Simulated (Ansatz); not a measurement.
# CH₃ClGeO: a ladder of functionals and wavefunction methods

Aim: compute CH₃ClGeO with functionals from several rungs and with coupled cluster. The yardstick is the atomisation energy at the CCSD(T) limit.

Method: functionals in def2-TZVPP, the program's frozen cores in correlated methods; program: Ansatz 0.2.0, Gaussian basis.

Plan: LDA (SPW92), PBE-D4, revPBE-D4, BLYP-D4, r2SCAN-D4, B97M-V, PBE0-D4, B3LYP-D4, r2SCANh-D4, r2SCAN0-D4, HSE06-D4, BHLYP-D4, CAM-B3LYP-D4, LC-ωPBE, ωB97X-V, ωB97M-V, B2PLYP, PBE-QIDH; CCSD(T)/def2-SVP; CCSD(T)/def2-TZVPP; MP2/def2-QZVPP; extrapolation to the limit; RPA on PBE.

### 1 The geometry

The geometry comes from an earlier relaxation with PBE0-D4 in a triple-zeta def2 set; it is a stationary point, not always the lowest conformer.

SMILES `[Cl][GeH]1[CH2][O]1`, 7 atoms, charge 0, spin multiplicity 1.

Atoms are counted from 1 here; the program's logs count them from 0.

Bond lengths: Cl1–Ge2 2.132 Å, Ge2–C3 1.889 Å, Ge2–O4 1.812 Å, Ge2–H5 1.520 Å, C3–O4 1.439 Å, C3–H6 1.090 Å, C3–H7 1.090 Å. Angles: Cl1–Ge2–C3 119.7°, Cl1–Ge2–O4 112.9°, Cl1–Ge2–H5 110.7°, C3–Ge2–O4 45.7°, C3–Ge2–H5 129.6°, O4–Ge2–H5 114.5°, Ge2–C3–O4 64.3°, Ge2–C3–H6 121.0°, Ge2–C3–H7 117.9°, O4–C3–H6 115.1°, O4–C3–H7 114.9°, H6–C3–H7 114.0°, Ge2–O4–C3 70.0°.

### 2 LDA

This LDA is Slater exchange with PW92 correlation.

in.yaml reads:

```yaml
crystal:
  periodic: [false, false, false]
  atoms:
    - {symbol: Cl, position_ang: [-2.578169, 0.083510, -0.235320]}
    - {symbol: Ge, position_ang: [-0.496962, 0.353667, -0.608964]}
    - {symbol: C, position_ang: [0.762941, -0.164430, 0.699459]}
    - {symbol: O, position_ang: [0.472990, -1.147661, -0.310186]}
    - {symbol: H, position_ang: [-0.273498, 0.987509, -1.972303]}
    - {symbol: H, position_ang: [1.779955, 0.226291, 0.685756]}
    - {symbol: H, position_ang: [0.393944, -0.406885, 1.695756]}
basis:
  gaussian: {orbitals: def2-TZVPP}
hamiltonian: {xc: lda}
output: {orbitals: {seedname: orbitals}}
```

On the command line:

```
ansatz run in.yaml --threads 2 --pin off --events-out ev --progress --plain --max-ram 4352MiB
```

After this run come: PBE-D4 (GGA); revPBE-D4 (GGA); BLYP-D4 (GGA); r2SCAN-D4 (meta-GGA); B97M-V (meta-GGA); PBE0-D4 (hybrid); B3LYP-D4 (hybrid); r2SCANh-D4 (hybrid); r2SCAN0-D4 (hybrid); HSE06-D4 (hybrid); BHLYP-D4 (hybrid); CAM-B3LYP-D4 (range-separated); LC-ωPBE (range-separated); ωB97X-V (range-separated); ωB97M-V (range-separated); B2PLYP (double hybrid); PBE-QIDH (double hybrid); CCSD(T) in def2-SVP; CCSD(T) in def2-TZVPP; MP2 in def2-QZVPP; RPA on PBE orbitals.

**Question.** What will the summary of the whole plan be? Wanted: atomisation energy, CCSD(T)/CBS; farthest beyond LDA; mean size of error, GGA; mean size of error, meta-GGA; mean size of error, hybrid; mean size of error, range-separated; mean size of error, double hybrid; gap, smallest and largest; T1 diagnostic.

As calculated:

| quantity | value |
| --- | --- |
| atomisation energy, CCSD(T)/CBS | 555.6 kcal/mol |
| functionals within 5.6 kcal/mol (1.0 %) | revPBE-D4, r2SCAN-D4, B97M-V, PBE0-D4, r2SCANh-D4, HSE06-D4, ωB97X-V, ωB97M-V |
| farthest beyond LDA | BHLYP-D4 (-32.0 kcal/mol) |
| mean size of error, GGA | 7.9 kcal/mol |
| mean size of error, meta-GGA | 3.3 kcal/mol |
| mean size of error, hybrid | 10.3 kcal/mol |
| mean size of error, range-separated | 4.1 kcal/mol |
| mean size of error, double hybrid | 8.4 kcal/mol |
| gap, smallest and largest | 4.19 eV (BLYP-D4), 11.18 eV (LC-ωPBE) |
| T1 diagnostic | 0.0133 |
| triples share of the correlation energy | 4.2 % |

In words: LDA overbinds by 97.0 kcal/mol (17 %). PBE-D4 misses by +13.8 kcal/mol. Double hybrids carry the basis error of their MP2 part in triple zeta, and no dispersion term here, so their miss is partly the set-up's. The rungs meta-GGA, range-separated miss on average by less than the doubt on the reference (5.6 kcal/mol), so they tie. The reference freezes the cores and leaves out relativity and excitations past (T), and its outer-core shells are covered unevenly, so misses under about 5.6 kcal/mol can't be ranked. Hartree-Fock recovers 66 % of the binding; the rest is correlation. CCSD(T) in def2-SVP is off by -44.1 kcal/mol, more than most functionals: a good method in a small basis is no reference. Orbital gaps span 4.2 to 11.2 eV; exact exchange widens them. Correlated methods include outer-core shells of Ge, which these sets cover unevenly.
